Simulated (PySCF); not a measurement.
# ClOY (Y(O)(Cl)): the cost of one run

Computed with PySCF 2.14.0. Level: PBE0, Y def2-SVP with ECP28, O def2-SVP, Cl def2-SVP; scalar-relativistic core potentials, no spin–orbit coupling.

1 further run of the same task is left out (for a known fault of the program).

### 1 Where the work starts

3 atoms, charge 0, spin multiplicity 1.

Bond lengths: Y1–O2 1.804 Å, Y1–Cl3 2.498 Å. Angles: O2–Y1–Cl3 119.2°.

Coordinates:

```
Y     0.37504    0.00000   -0.47479
O     1.91051    0.00000    0.47141
Cl   -1.80624    0.00000    0.74208
```

Formal oxidation states: Y +3. An earlier session relaxed this geometry at PBE0, Y def2-SVP with ECP28, O def2-SVP, Cl def2-SVP (singlet, point group Cs).

Its energy there is -573.399010 Eh.

### 2 One electron removed, multiplicity 2

Contents of run.py (the lines that set the calculation):

```python
mol = gto.M(atom='''
Y      0.37504     0.00000    -0.47479
O      1.91051     0.00000     0.47141
Cl    -1.80624     0.00000     0.74208''',
    basis={'Y': 'def2-SVP', 'O': 'def2-SVP', 'Cl': 'def2-SVP'},
    ecp={'Y': 'def2-SVP'},
    charge=1, spin=1)
mf = dft.UKS(mol, xc='PBE0')
mf.grids.atom_grid = (50, 194)
mf = mf.density_fit()  # fitting sets: Y def2-universal-JKFIT, O def2-universal-JKFIT, Cl def2-universal-JKFIT
mf.conv_tol = 1e-08; mf.max_cycle = 55
mf.kernel(dm0)  # dm0: the density of the relaxed state
```

The run is started by

```
$ OMP_NUM_THREADS=2 python run.py
```

**Question.** How long does this run take on 2 threads of Intel Xeon Platinum 8259CL at 2.50GHz (Skylake/Cascade Lake), shared host?

About 1.2 s.
